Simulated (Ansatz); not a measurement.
# InFeNi (P6_3/mmc) in Ansatz: reference runs

Aim: a first look at InFeNi with PBE, on the cell as given and on a disturbed one.

Everything below comes from runs of Ansatz 0.2.0. Logs are shortened: lines on timing, memory, paths and dates and some standing lists are left out, and cuts for length are marked.

## (1) The structure

The structure is hexagonal, space group P6_3/mmc (No. 194). Conventional cell: a = 4.375 Å, b = 4.375 Å, c = 5.268 Å, α = 90.00°, β = 90.00°, γ = 120.00°. Around In (site symmetry -6m2) lie 5 Ni at 2.53 to 2.63 Å and 6 Fe at 2.85 Å. Around Ni (site symmetry -6m2) lie 5 In at 2.53 to 2.63 Å and 6 Fe at 2.85 Å. Fe (site symmetry -3m) has 2 Fe at 2.63 Å and 6 In at 2.85 Å and 6 Ni at 2.85 Å as nearest neighbours.

The cell comes from a database or a generator and needn't be the stable form of this composition.

## (2) Single point, PBE, collinear spin, ferromagnetic start

Contents of input.yaml:

```yaml
crystal:
  lattice:
    - [4.3753418605, 0.0, 0.0]
    - [-2.1876709302, 3.7891572014, 0.0]
    - [0.0, 0.0, 5.267739]
  atoms:
    - { symbol: In, position: [0.6666666667, 0.3333333333, 0.75] }
    - { symbol: In, position: [0.3333333333, 0.6666666667, 0.25] }
    - { symbol: Ni, position: [0.6666666667, 0.3333333333, 0.25], spin: 1.0 }
    - { symbol: Ni, position: [0.3333333333, 0.6666666667, 0.75], spin: 1.0 }
    - { symbol: Fe, position: [0.0, 0.0, 0.5], spin: 3.0 }
    - { symbol: Fe, position: [0.0, 0.0, 0.0], spin: 3.0 }
hamiltonian:
  xc: pbe
  pseudopotentials: { kind: paw }
magnetization:
  spin_polarized: true
kpoints:
  mp_grid: { grid: [7, 7, 5] }
scf:
  occupations: { method: fermi_dirac, width: 0.05 }
output:
  forces: true
  stress: true
  eigenvalues: true
  write_density: true
  write_potential: true
  elf: true
  volumetric_format: npy
```

Potentials or basis: Ansatz PAW.

The run is started by

```
$ ansatz run input.yaml --threads 2 --pin off --max-ram 5120MiB --backend cpu --events-out ev --progress --plain --runs-dir out
```

The program printed:

```text
Warning: RAYON_NUM_THREADS=2 ignored (pool sized by the plan → 2); use --threads N
Engine: ansatz 0.2.0, x86_64-unknown-linux-gnu
Pseudopotentials: kind: paw
Pseudopotential: In, paw, valence charge 13, recommended cutoff 420 eV (normal), In.paw.azcp
Pseudopotential: Ni, paw, valence charge 18, recommended cutoff 420 eV (normal), Ni.paw.azcp
Pseudopotential: Fe, paw, valence charge 16, recommended cutoff 420 eV (normal), Fe.paw.azcp
Functional definition: PBE
  parameter kappa = 0.804
  parameter beta = 0.06672455060314922
  exchange = pbe_x(kappa = kappa, mu = beta*pi^2/3)
  correlation = pbe_c(beta = beta)
Crystal: 6 atoms, lattice volume = 87.333 Å³
Basis set: ecut = 420 eV, 1727 PW (Γ), exchange–correlation on 60×60×72 points (8 copies of the dense FFT grid, shifted against one another)
Bands: 62, of which v1, the nominal top of the filled ones, is band 47 counted from 1 (46 counted from 0)
Symmetry: 24 space group operations
Space group: P63/mmc (ITA 194), of the structure as read, at distance tolerance 4.4e-5 Å
Magnetic group: BNS 194.263 (UNI 1493), of the structure as read, at distance tolerance 4.4e-5 Å
k-points: 24 of 245
Non-local potential: In, projectors of the file, l = 0: 2, l = 1: 2, l = 2: 2, l = 3: 2
Non-local potential: Ni, projectors of the file, l = 0: 3, l = 1: 2, l = 2: 3, l = 3: 1
Non-local potential: Fe, projectors of the file, l = 0: 3, l = 1: 2, l = 2: 3, l = 3: 1
PAW form: soft (Blöchl's): semilocal exchange-correlation on the pseudo side does not see the compensation charge
PAW one-centre angular grid: In, 590 points (default); XC on 64 Gauss nodes
PAW one-centre angular grid: Ni, 590 points (default); XC on 64 Gauss nodes
PAW one-centre angular grid: Fe, 590 points (default); XC on 64 Gauss nodes
Initial density: superposition of atomic densities (chi_scale 0.1, normalization cell)
Starting moments: Σ|m| = 8 μB on 4 of 6 sites
Initial wavefunctions: pseudopotential atomic-orbital guess
Functional: x = pbe(κ = 0.804, μ = 0.2195149727645171), c = pbe(β = 0.06672455060314922)
iter 1 solved again at ethr=2.09e-3 eV; its pass at ethr=3.10e-3 eV (dr2=1.97e0 eV) is discarded
SCF iter   1: F=—  HF=-31831.318256 eV  |F-HF|=—  |Δ(HF+E_count)|=         —  Δρ=4.73e-2 (↑2.36e-2 ↓4.73e-2)  dr2=1.97e0  dr2_m=6.95e-1  M=6.629 μB ∫|m|=7.158 μB  β_m=0.30  ethr=2.09e-3  ⟨swp⟩=1.1  Hψ=13895  notcnv=0
Mixer restart at iter 1: flushing history
preconditioner: auto → Kerker (q_TF=auto, 2.762 Å⁻¹)  [metal: Δε(μ)=0.026 eV  Ē_g=10.987 eV  σ=0.050 eV  W_gap=0.13  n_scr=22 (ndim 8)  ℏωp=31.3 eV  f_vac=0.000  D(μ)=5.50/eV (n_scr^D=58)]
spin=Collinear: Kerker preconditioning applied to the charge; magnetization (m = ρ↑ − ρ↓) channel mixes plain (no charge-response kernel on spin).
SCF iter   2: F=—  HF=-31832.625816 eV  |F-HF|=—  |Δ(HF+E_count)|=    1.31e0  Δρ=4.07e-2 (↑1.71e-2 ↓4.07e-2)  dr2=1.40e0  dr2_m=5.26e-1  M=6.497 μB ∫|m|=7.057 μB  β_m=0.65  ethr=2.09e-3  ⟨swp⟩=2.0  Hψ=3630  notcnv=0
SCF iter   3: F=—  HF=-31835.304970 eV  |F-HF|=—  |Δ(HF+E_count)|=    2.68e0  Δρ=1.56e-2 (↑1.37e-2 ↓1.56e-2)  dr2=3.67e-1  dr2_m=1.17e-1  M=6.148 μB ∫|m|=6.810 μB  β_m=0.82  ethr=1.49e-3  ⟨swp⟩=3.3  Hψ=5509  notcnv=0  defer=244
SCF iter   4: F=—  HF=-31835.582206 eV  |F-HF|=—  |Δ(HF+E_count)|=   2.77e-1  Δρ=2.04e-2 (↑1.33e-2 ↓2.04e-2)  dr2=8.16e-1  dr2_m=1.08e-2  M=5.967 μB ∫|m|=6.651 μB  β_m=0.73  ethr=3.91e-4  ⟨swp⟩=2.9  Hψ=6091  notcnv=0  defer=246
SCF iter   5: F=—  HF=-31835.380319 eV  |F-HF|=—  |Δ(HF+E_count)|=   2.02e-1  Δρ=1.76e-2 (↑1.08e-2 ↓1.76e-2)  dr2=4.25e-1  dr2_m=1.10e-2  M=5.935 μB ∫|m|=6.621 μB  β_m=0.60  ethr=3.91e-4  ⟨swp⟩=3.0  Hψ=6118  notcnv=0  defer=250
SCF iter   6: F=—  HF=-31835.404766 eV  |F-HF|=—  |Δ(HF+E_count)|=   2.44e-2  Δρ=8.34e-3 (↑4.97e-3 ↓8.34e-3)  dr2=8.91e-2  dr2_m=2.77e-3  M=5.989 μB ∫|m|=6.666 μB  β_m=0.80  ethr=3.91e-4  ⟨swp⟩=2.0  Hψ=4039  notcnv=0  defer=250
SCF iter   7: F=—  HF=-31835.411291 eV  |F-HF|=—  |Δ(HF+E_count)|=   6.52e-3  Δρ=2.57e-3 (↑1.53e-3 ↓2.57e-3)  dr2=9.71e-3  dr2_m=2.54e-4  M=6.022 μB ∫|m|=6.698 μB  β_m=0.85  ethr=9.48e-5  ⟨swp⟩=2.0  Hψ=4018  notcnv=0  defer=250
SCF iter   8: F=—  HF=-31835.410621 eV  |F-HF|=—  |Δ(HF+E_count)|=   6.70e-4  Δρ=3.74e-4 (↑2.22e-4 ↓3.74e-4)  dr2=2.41e-4  dr2_m=1.58e-5  M=6.033 μB ∫|m|=6.711 μB  β_m=0.93  ethr=1.03e-5  ⟨swp⟩=2.0  Hψ=4063  notcnv=0  defer=250
SCF iter   9: F=—  HF=-31835.410662 eV  |F-HF|=—  |Δ(HF+E_count)|=   4.04e-5  Δρ=2.50e-4 (↑6.06e-5 ↓2.50e-4)  dr2=6.98e-5  dr2_m=9.70e-6  M=6.036 μB ∫|m|=6.714 μB  β_m=0.96  ethr=2.56e-7  ⟨swp⟩=2.0  Hψ=3940  notcnv=0  defer=250
SCF iter  10: F=—  HF=-31835.410669 eV  |F-HF|=—  |Δ(HF+E_count)|=   6.90e-6  Δρ=1.22e-4 (↑4.10e-5 ↓1.22e-4)  dr2=1.72e-5  dr2_m=1.56e-6  M=6.036 μB ∫|m|=6.714 μB  β_m=0.98  ethr=7.43e-8  ⟨swp⟩=2.0  Hψ=4199  notcnv=0  defer=250
SCF iter  11: F=—  HF=-31835.410671 eV  |F-HF|=—  |Δ(HF+E_count)|=   2.41e-6  Δρ=5.43e-5 (↑1.96e-5 ↓5.43e-5)  dr2=4.29e-6  dr2_m=2.69e-7  M=6.036 μB ∫|m|=6.714 μB  β_m=0.99  ethr=1.83e-8  ⟨swp⟩=1.6  Hψ=3276  notcnv=0  defer=250
SCF iter  12: F=—  HF=-31835.410671 eV  |F-HF|=—  |Δ(HF+E_count)|=   8.69e-8  Δρ=1.21e-5 (↑6.47e-6 ↓1.21e-5)  dr2=2.73e-7  dr2_m=6.81e-9  M=6.036 μB ∫|m|=6.714 μB  β_m=0.90  ethr=4.57e-9  ⟨swp⟩=1.9  Hψ=3429  notcnv=0  defer=250
SCF iter  13: F=—  HF=-31835.410671 eV  |F-HF|=—  |Δ(HF+E_count)|=   2.15e-8  Δρ=2.95e-6 (↑2.19e-6 ↓2.95e-6)  dr2=1.50e-8  dr2_m=3.96e-10  M=6.036 μB ∫|m|=6.714 μB  β_m=0.92  ethr=2.90e-10  ⟨swp⟩=2.0  Hψ=3693  notcnv=0  defer=250
SCF iter  14: F=-31835.410671 eV  HF=-31835.410671 eV  |F-HF|=2.87e-8  |Δ(HF+E_count)|=  8.51e-10  Δρ=4.71e-6 (↑2.09e-6 ↓4.71e-6)  dr2=3.11e-8  dr2_m=1.99e-9  M=6.036 μB ∫|m|=6.714 μB  ethr=1.60e-11  ⟨swp⟩=11.3  Hψ=20323  notcnv=0
SCF 1 converged in 14 iterations: F = -31835.410671 eV  dr2 = 3.11e-8
SCF converged after 14 iterations
Magnetization: 6.0363 μB (50.0181 up, 43.9819 down)
Absolute magnetization: 6.7204 μB (∫|ρ↑−ρ↓|, with the PAW one-centre terms)
Spin contamination: 0.2697 ħ² per cell (⟨S²⟩ above its minimum at these occupations)
Per-site moments (μB) at R_I (Å): [(-0.027164068968458143, 1.0420182303897396), (-0.027164068968458483, 1.0420182303897396), (0.3301762565944165, 1.0420182303897396), (0.330176256594416, 1.0420182303897396), (2.786345399421813, 1.08647116875), (2.786345399421815, 1.08647116875)]
Free energy (F): -31835.410671 eV
Harris-Foulkes:  -31835.410671 eV  (|F-HF|=2.87e-8)
Internal energy: -31835.356961 eV  (E = F + TS)
E sigma→0 (E₀):  -31835.383816 eV
Entropy (-TS):   -0.053709 eV (-8.952 meV/atom)
Fermi energy:    15.791258 eV
--- Per-component energies (eV) ---
  E_band       = -1070.416318
  E_kinetic    = 1752.320092
  E_local      = -14222.558530  (includes V_loc(G=0)·N_el)
  E_nonlocal   = 2462.838543
  E_hartree    = 5969.434631
  E_xc         = -834.138161
  E_vxc        = -718.653981  (∫ρ·V_xc dr)
  E_paw        = -14317.936436  (= ΣΔE_a)
  E_vpaw       = -2283.222222  (= ΣTr[D̂ρ^β])
  E_aug_tail   = 0.002679  (compensation charges beyond the density's cutoff)
  E_ewald      = -12645.319780
  E_smearing   = -0.053709  (= −TS)
  E_closure    = -0.000000  (closes the sum)
  Σ components = -31835.410671   (vs F -31835.410671, Δ=0.00e0)
--- Forces (eV/Å), atoms counted from 1 ---
  atom   1  In    -0.00000000    -0.00000000     0.00000000
  atom   2  In     0.00000000     0.00000000     0.00000000
  atom   3  Ni    -0.00000000    -0.00000000     0.00000000
  atom   4  Ni     0.00000000     0.00000000     0.00000000
  atom   5  Fe     0.00000000    -0.00000000    -0.00000000
  atom   6  Fe     0.00000000    -0.00000000     0.00000000
  max |Σ_I F_I| component: 1.85e-17 eV/Å
--- Stress (GPa, compression-positive) ---
        1.636623      -0.000000      -0.000000
        0.000000       1.636623       0.000000
       -0.000000       0.000000       0.745705
  P = ⅓ Tr σ = 1.3397 GPa (13.397 kbar)
--- Band table (eV; the first three rows and the last of 48) ---
  k-point 0 ↑: bands = ["-87.3795", "-87.3794", "-72.9236", "-72.9101", "-47.8353", "-47.8353", "-47.8349", "-47.8349", "-47.7097", "-47.7084", "-39.0988", "-39.0988", "-39.0860", "-39.0860", "-38.7766", "-38.6428", "1.4248", "1.5036", "1.5036", "1.5271", "1.5525", "1.5525", "1.5548", "1.5548", "1.6986", "1.6986", "5.7839", "10.5028", "11.2310", "11.7473", "11.7473", "12.3183", "12.4828", "12.4828", "12.6985", "12.6985", "13.1695", "13.1695", "13.7856", "13.7856", "14.1277", "14.1277", "14.2164", "14.2164", "14.3097", "14.5797", "14.5797", "15.1719", "15.6161", "18.6649", "18.6649", "18.7904", "18.7904", "19.0576", "20.4801", "21.0257", "21.6231", "21.6231", "23.5476", "23.5476", "23.7305", "25.8396"]
  k-point 1 ↑: bands = ["-87.3795", "-87.3794", "-72.9223", "-72.9114", "-47.8353", "-47.8353", "-47.8349", "-47.8349", "-47.7096", "-47.7086", "-39.0976", "-39.0976", "-39.0872", "-39.0872", "-38.7639", "-38.6556", "1.4453", "1.4920", "1.4920", "1.5293", "1.5407", "1.5407", "1.5838", "1.5838", "1.6949", "1.6949", "6.0190", "9.2930", "11.8146", "11.8146", "12.0688", "12.4554", "12.5310", "12.5310", "12.5735", "12.5735", "13.0654", "13.0654", "13.8532", "13.8532", "14.0665", "14.0665", "14.1826", "14.3033", "14.3033", "14.5617", "14.5617", "14.6086", "16.8338", "18.8455", "18.8455", "19.0722", "19.0722", "19.1371", "20.2639", "20.8981", "21.1220", "21.1220", "22.5005", "22.5005", "22.8117", "25.3935"]
  k-point 2 ↑: bands = ["-87.3794", "-87.3794", "-72.9189", "-72.9147", "-47.8352", "-47.8352", "-47.8350", "-47.8350", "-47.7093", "-47.7090", "-39.0944", "-39.0944", "-39.0904", "-39.0904", "-38.7306", "-38.6892", "1.4892", "1.4920", "1.4920", "1.5124", "1.5124", "1.5220", "1.6348", "1.6348", "1.6755", "1.6755", "6.7197", "7.8507", "12.0073", "12.0073", "12.2904", "12.2904", "12.6670", "12.6689", "12.6689", "12.7353", "12.8658", "12.8658", "13.9445", "13.9445", "13.9513", "14.0051", "14.0051", "14.0916", "14.4183", "14.4183", "14.5077", "14.5077", "18.8731", "19.3717", "19.3717", "19.6255", "19.6557", "19.8527", "19.8527", "20.2056", "20.2056", "21.0590", "21.0590", "21.0864", "21.7616", "22.2738"]
  k-point 23 ↓: bands = ["-86.9489", "-86.9489", "-69.7737", "-69.7690", "-47.3922", "-47.3922", "-47.3921", "-47.3919", "-47.3399", "-47.3398", "-35.9460", "-35.9459", "-35.9413", "-35.9413", "-35.8027", "-35.7550", "1.4861", "1.4992", "1.5127", "1.5226", "1.5458", "1.5472", "1.5625", "1.6069", "1.6147", "1.6242", "9.1262", "9.7086", "10.9377", "11.2967", "11.8551", "12.5756", "13.6129", "13.6368", "14.0731", "14.0905", "14.1115", "14.1528", "14.4026", "14.4245", "14.6861", "14.8702", "15.5508", "15.7178", "15.7977", "15.9120", "15.9694", "16.1648", "16.6326", "16.6409", "16.9476", "17.0831", "21.9096", "22.7575", "23.0251", "23.1484", "23.5814", "24.0484", "24.7379", "25.0238", "25.9635", "26.1230"]
```

It took 48 s on 2 threads of Intel Xeon at 2.50GHz (Skylake/Cascade Lake), shared host; peak memory 0.61 GiB.

What came out:

```yaml
Free_energy: -31835.4107 eV
Pressure: 1.3 GPa
Band_gap_on_the_k_mesh: none (metal or under the smearing width)
Net_moment: 6.04 μB per cell
Absolute_moment: 6.72 μB per cell
Site_moments: In -0.03; Ni +0.33; Fe +2.79 μB
```

Stress tensor (GPa, compression positive):
```
1.64 0.00 0.00
0.00 1.64 0.00
0.00 0.00 0.75
```

## (3) Single point, PBE, collinear spin, ferromagnetic start (atoms moved at random, drawn with an rms of 0.05 Å)

Contents of input.yaml:

```yaml
crystal:
  lattice:
    - [4.3753418605, 0.0, 0.0]
    - [-2.1876709302, 3.7891572014, 0.0]
    - [0.0, 0.0, 5.267739]
  atoms:
    - { symbol: In, position: [0.669415, 0.339247, 0.74687] }
    - { symbol: In, position: [0.328628, 0.663716, 0.25511] }
    - { symbol: Ni, position: [0.659353, 0.339088, 0.248037], spin: 1.0 }
    - { symbol: Ni, position: [0.329497, 0.660916, 0.751015], spin: 1.0 }
    - { symbol: Fe, position: [-0.020046, -0.004086, 0.494878], spin: 3.0 }
    - { symbol: Fe, position: [0.009975, 0.015194, -0.00378], spin: 3.0 }
hamiltonian:
  xc: pbe
  pseudopotentials: { kind: paw }
magnetization:
  spin_polarized: true
kpoints:
  mp_grid: { grid: [7, 7, 5] }
scf:
  occupations: { method: fermi_dirac, width: 0.05 }
output:
  forces: true
  stress: true
  eigenvalues: true
```

Potentials or basis: Ansatz PAW.

The run is started by

```
$ ansatz run input.yaml --threads 2 --pin off --max-ram 5120MiB --backend cpu --events-out ev --progress --plain --runs-dir out
```

The program printed:

```text
Warning: RAYON_NUM_THREADS=2 ignored (pool sized by the plan → 2); use --threads N
Engine: ansatz 0.2.0, x86_64-unknown-linux-gnu
[... 93 lines left out ...]
  k-point 2 ↑: bands = ["-87.3840", "-87.3800", "-72.9341", "-72.8849", "-47.8465", "-47.8434", "-47.8374", "-47.8307", "-47.7093", "-47.7075", "-39.1143", "-39.1076", "-39.0625", "-39.0557", "-38.7315", "-38.6760", "1.4798", "1.4861", "1.4926", "1.5052", "1.5090", "1.5213", "1.6275", "1.6336", "1.6715", "1.6742", "6.7165", "7.8513", "11.9986", "12.0141", "12.2776", "12.2976", "12.6283", "12.6502", "12.6705", "12.7877", "12.8645", "12.8855", "13.9157", "13.9292", "13.9510", "14.0102", "14.0247", "14.1198", "14.4156", "14.4201", "14.4959", "14.5210", "18.8737", "19.2775", "19.4182", "19.5901", "19.6909", "19.7884", "19.8877", "20.1816", "20.2979", "20.9295", "21.0724", "21.2392", "21.7762", "22.2772"]
  k-point 122 ↓: bands = ["-86.9537", "-86.9517", "-69.7773", "-69.7632", "-47.4054", "-47.4026", "-47.3907", "-47.3888", "-47.3425", "-47.3413", "-35.9506", "-35.9484", "-35.9372", "-35.9350", "-35.8393", "-35.7159", "1.4316", "1.4669", "1.4818", "1.4987", "1.5427", "1.5537", "1.5629", "1.5832", "1.6304", "1.6876", "7.5933", "9.8976", "11.1549", "12.0038", "12.9919", "13.3404", "13.5624", "13.6338", "13.9713", "14.0672", "14.1083", "14.2746", "14.5350", "14.5868", "14.7839", "14.9681", "15.0670", "15.6918", "15.8874", "16.0335", "16.1562", "16.2383", "16.7471", "16.9464", "17.0997", "18.3159", "19.4724", "20.3488", "21.0467", "22.4721", "22.8120", "23.4728", "25.1408", "26.5518", "27.2998", "27.5681"]
```

Wall time 5.3 min (2 threads of Intel Xeon at 2.50GHz (Skylake/Cascade Lake), shared host); peak memory 1.2 GiB.

Results:

```yaml
Free_energy: -31835.3724 eV
Pressure: 1.6 GPa
Largest_force: 0.530 eV/Å
Band_gap_on_the_k_mesh: none (metal or under the smearing width)
Net_moment: 6.02 μB per cell
Absolute_moment: 6.71 μB per cell
Site_moments: In -0.03, -0.02; Ni +0.33; Fe +2.76, +2.80 μB
```

Forces on the atoms (eV/Å):
```
In  -0.121 -0.298  0.037
In  -0.336  0.351 -0.213
Ni   0.212 -0.220 -0.088
Ni   0.034  0.302  0.146
Fe   0.316  0.108  0.072
Fe  -0.106 -0.242  0.044
```
